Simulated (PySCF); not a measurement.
# [HfH3(H2O)]+: other functionals and bases at one geometry

The task here is to estimate one member of a computed series from the others.

Computed with PySCF 2.14.0. Level: several levels, as the steps say, no spin–orbit coupling.

1 further run of the same task is left out (for a known fault of the program).

### The starting structure

7 atoms, charge 1, spin multiplicity 1.

Bond lengths: Hf1–H2 1.805 Å, Hf1–H3 1.804 Å, Hf1–H4 1.805 Å, Hf1–O5 2.189 Å, O5–H6 0.975 Å, O5–H7 0.975 Å. Angles: H2–Hf1–H3 107.8°, H2–Hf1–H4 109.9°, H2–Hf1–O5 111.5°, H3–Hf1–H4 107.8°, H3–Hf1–O5 108.3°, H4–Hf1–O5 111.5°, Hf1–O5–H6 126.7°, Hf1–O5–H7 126.7°, H6–O5–H7 106.7°.

As a file:

```
Hf    0.13770   -0.10233    0.10233
H     1.17246    0.90016    1.19019
H    -0.90890   -1.14165    1.14165
H     1.17246   -1.19019   -0.90016
O    -1.15659    1.14617   -1.14617
H    -1.49566    2.03421   -0.92772
H    -1.49566    0.92772   -2.03421
```

Formal oxidation states: Hf +4. An earlier session relaxed this geometry at PBE0, Hf def2-SVP with ECP60, H def2-SVP, O def2-SVP (singlet, point group Cs).

At PBE0 on the finer grid: E = -125.767249 Eh, HOMO -13.32 eV, LUMO -7.26 eV, Mulliken charge on Hf1 +1.31 e, largest force component 0.008 eV/Å. 

Levels to run: wB97X; PBE; PBE0, TZVP. Hardware: 2 threads of Intel Xeon Platinum 8488C (Sapphire Rapids), shared host.

Set-up of the first run:

Contents of run.py (the lines that set the calculation):

```python
mol = gto.M(atom='''
Hf     0.13770    -0.10233     0.10233
H      1.17246     0.90016     1.19019
H     -0.90890    -1.14165     1.14165
H      1.17246    -1.19019    -0.90016
O     -1.15659     1.14617    -1.14617
H     -1.49566     2.03421    -0.92772
H     -1.49566     0.92772    -2.03421''',
    basis={'Hf': 'def2-SVP', 'H': 'def2-SVP', 'O': 'def2-SVP'},
    ecp={'Hf': 'def2-SVP'},
    charge=1, spin=0)
mf = dft.RKS(mol, xc='WB97X')
mf.grids.atom_grid = (75, 302)
mf = mf.density_fit()  # fitting sets: Hf def2-universal-JKFIT, H def2-universal-JKFIT, O def2-universal-JKFIT
mf.conv_tol = 1e-08; mf.max_cycle = 55
mf.kernel(dm0)  # dm0: the density of the relaxed state
```

On the command line:

```sh
OMP_NUM_THREADS=2 python run.py
```

Among the steps run: wB97X; PBE; PBE0, TZVP.

One of the session's tables, all rows but one given; the rest of the session is left out.

```
              level  HOMO (eV)  gap (eV)  charge on Hf1 (e)  dipole (D)  largest force component (eV/Å)
PBE0 (relaxed here)     -13.32      6.06               1.31        7.04                            0.01
              wB97X          ?         ?                  ?           ?                               ?
                PBE     -12.01      3.68               1.17        6.90                            0.44
         PBE0, TZVP     -13.38      6.11               0.96        7.05                            0.20
```

Q: Estimate the row for wB97X from the others.

As computed: HOMO (eV): -15.78; gap (eV): 10.74; charge on Hf1 (e): 1.40; dipole (D): 7.25; largest force component (eV/Å): 0.07. In the column «HOMO (eV)» it is the lowest.

The dipole of a charged species depends on the origin, so these sizes hold for this origin alone.

In one basis the HOMO–LUMO gap runs from 3.68 eV (PBE) to 10.74 eV (wB97X). The largest leftover force, 0.44 eV/Å with PBE, stands at a geometry relaxed at another level. Total energies of different levels can't be compared.
